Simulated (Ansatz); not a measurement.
Write a Python script for Ansatz 0.2.0 through its Python package that makes a relaxation of the ions of Ca₃AsP, space group Pm-3m. Settings: PBE, norm-conserving potentials, the default cutoff (1143 eV here), 3×3×3 k-points, fixed occupations.

```cif
data_structure
_symmetry_space_group_name_H-M 'P 1'
_symmetry_Int_Tables_number 1
_cell_length_a 5.3339
_cell_length_b 5.3339
_cell_length_c 5.3339
_cell_angle_alpha 90.000
_cell_angle_beta 90.000
_cell_angle_gamma 90.000
_cell_volume 151.75
loop_
_atom_site_label
_atom_site_type_symbol
_atom_site_fract_x
_atom_site_fract_y
_atom_site_fract_z
_atom_site_occupancy
Ca1 Ca 0.00000 0.50000 0.50000 1
Ca2 Ca 0.50000 0.00000 0.50000 1
Ca3 Ca 0.50000 0.50000 0.00000 1
P1 P 0.50000 0.50000 0.50000 1
As1 As 0.00000 0.00000 0.00000 1
```

`relax.py`:
```python
"""Relax the ions of Ca3AsP at fixed cell."""

import ansatz as az
from ase import Atoms
from ase.data import atomic_numbers
from ase.neighborlist import neighbor_list
import numpy as np
import spglib

xtal = (
    az.Lattice.of((5.333899, 0.0, 0.0), (0.0, 5.333899, 0.0), (0.0, 0.0, 5.333899))
    .atom("Ca", (0.0, 0.5, 0.5))
    .atom("Ca", (0.5, 0.0, 0.5))
    .atom("Ca", (0.5, 0.5, 0.0))
    .atom("P", (0.5, 0.5, 0.5))
    .atom("As", (0.0, 0.0, 0.0))
)
# a displaced start

setup = xtal.move(1, to=(0.51874801, -0.01874801, 0.51874801)).calculation()
setup = setup.functional("pbe")
setup = setup.pseudopotentials("nc").kpoints(3, 3, 3, center="gamma")
setup = setup.occupations("fixed").initial_density(normalization="atom")
setup = setup.scf(lower_state_search="off")
setup = setup.relax(force_tolerance=0.001, max_steps=40)
setup = setup.density()
steps = []


def follow(event):
    if event["event"] != "relax_step":
        return
    row = event["data"]
    steps.append(row)
    print(f"step {row['step']:3d}  E = {row['lagrangian_ev']:.5f} eV  Fmax = {row['allowed_force_max_ev_ang']:.4f} eV/A")


done = setup.session().plan(threads=1).execute(on_event=follow)
report = done.report

first, last = steps[0], steps[-1]
symbols = [site.symbol for site in done.lattice.sites]
print(f"energy gained {first['lagrangian_ev'] - last['lagrangian_ev']:.4f} eV in {len(steps) - 1} steps")

fractions = [site.position_frac for site in done.lattice.sites]
numbers = [atomic_numbers[s] for s in symbols]
for tolerance in (1e-3, 1e-2, 1e-1):
    print(f"space group at {tolerance} A:", spglib.get_spacegroup((done.lattice.cell_ang, fractions, numbers), symprec=tolerance))

print("relaxed fractional positions")
for site in done.lattice.sites:
    print(f"  {site.symbol:2s}", " ".join(f"{v % 1:8.5f}" for v in np.round(site.position_frac, 5)))

final = Atoms(symbols, positions=last["positions_ang"], cell=done.lattice.cell_ang, pbc=True)
i, j, d = neighbor_list("ijd", final, 4.0)
for atom in range(len(final)):
    near = np.argsort(np.where(i == atom, d, np.inf))[:3]
    print(f"{symbols[atom]}{atom}:", ", ".join(f"{symbols[j[m]]} {d[m]:.3f}" for m in near if i[m] == atom))

print(f"free energy      {report['free_energy_ev']:.5f} eV")
print(f"per atom         {report['free_energy_ev'] / len(done.lattice.sites):.5f} eV")
print(f"SCF iterations   {report['n_iterations']}  (converged: {report['converged']})")

print(setup.to_yaml())

rho = done.density()
total = sum(ch.density_e_per_ang3 for ch in rho.channels[:2]) if len(rho.channels) < 3 else rho.channels[0].density_e_per_ang3
print("grid", rho.dims, "electrons", round(float(total.mean() * rho.cell_volume_ang3), 4))
profile = total.mean(axis=(1, 2))
print("planar average along grid axis 0 (e/A^3):")
print(np.array2string(profile[:: max(len(profile) // 16, 1)], precision=4))
```

```console
$ python relax.py
DeckWarning: basis.ecutwfc = 1142.878222 eV, auto-derived from the records' recommended cutoffs: set by As (normal level)
step   1  E = -6239.17290 eV  Fmax = 1.0773 eV/A
step   2  E = -6239.18493 eV  Fmax = 0.7791 eV/A
step   3  E = -6239.23514 eV  Fmax = 0.0888 eV/A
step   4  E = -6239.25350 eV  Fmax = 0.1288 eV/A
step   5  E = -6239.28503 eV  Fmax = 0.1620 eV/A
step   6  E = -6239.33095 eV  Fmax = 0.2087 eV/A
step   7  E = -6239.41963 eV  Fmax = 0.1585 eV/A
step   8  E = -6239.42154 eV  Fmax = 0.1508 eV/A
step   9  E = -6239.44438 eV  Fmax = 0.0617 eV/A
step  10  E = -6239.46817 eV  Fmax = 0.0252 eV/A
step  11  E = -6239.46847 eV  Fmax = 0.0125 eV/A
step  12  E = -6239.46850 eV  Fmax = 0.0003 eV/A
step  13  E = -6239.46850 eV  Fmax = 0.0002 eV/A
energy gained 0.2956 eV in 12 steps
space group at 0.001 A: Amm2 (38)
space group at 0.01 A: Amm2 (38)
space group at 0.1 A: Amm2 (38)
relaxed fractional positions
  Ca  0.00361  0.49623  0.57499
  Ca  0.52318  0.99625  0.52318
  Ca  0.57499  0.49623  0.00361
  P   0.49358  0.49626  0.49358
  As  0.92339  0.99629  0.92339
Ca0: P 2.649, P 2.755, Ca 3.233
Ca1: P 2.676, P 2.676, As 3.019
Ca2: P 2.649, P 2.755, Ca 3.233
P3: Ca 2.649, Ca 2.649, Ca 2.676
As4: Ca 3.019, Ca 3.278, Ca 3.278
free energy      -6239.46850 eV
per atom         -1247.89370 eV
SCF iterations   3  (converged: True)
crystal:
  lattice:
    - [5.333899, 0.0, 0.0]
    - [0.0, 5.333899, 0.0]
    - [0.0, 0.0, 5.333899]
  atoms:
    - { symbol: Ca, position: [0.0, 0.5, 0.5] }
    - { symbol: Ca, position: [0.51874801, -0.01874801, 0.51874801] }
    - { symbol: Ca, position: [0.5, 0.5, 0.0] }
    - { symbol: P, position: [0.5, 0.5, 0.5] }
    - { symbol: As, position: [0.0, 0.0, 0.0] }
kpoints:
  mp_grid:
    grid: [3, 3, 3]
    shift: [0.0, 0.0, 0.0]
hamiltonian:
  xc: pbe
  pseudopotentials:
    kind: nc
scf:
  lower_state_search: "off"
  occupations:
    method: fixed
  initial_density:
    normalization: atom
relax:
  f_tol: 0.001
  max_steps: 40
output:
  write_density: true

grid (60, 60, 60) electrons 50.0
planar average along grid axis 0 (e/A^3):
[0.5765 0.351  0.205  0.0935 0.0584 0.0581 0.0775 0.1217 0.2156 0.3965
 0.5765 0.6416 0.567  0.3697 0.1921 0.1338 0.1535 0.3917 0.6482 0.7577]
```
(Warnings from the package without file and line.)

What to keep in mind:
- The settings weren't tested for convergence.
- Energies along a relaxation are free energies. A last row that repeats the one before re-solves the same geometry more tightly.
- The cell relaxed to the group Amm2; tensors and edges are in the axes of the typed cell.
- Grid values close to the nuclei reflect the PAW or pseudopotential construction, not the all-electron fields.
- This cell is a computed structure, which may not be the phase found in nature.
- The whole script took 110 s on 1 thread of Intel(R) Xeon(R) 6975P-C (Granite Rapids), with other jobs on the host, peak memory 0.66 GiB.

(Lines on the test bed's own set-up are left out of the output.)
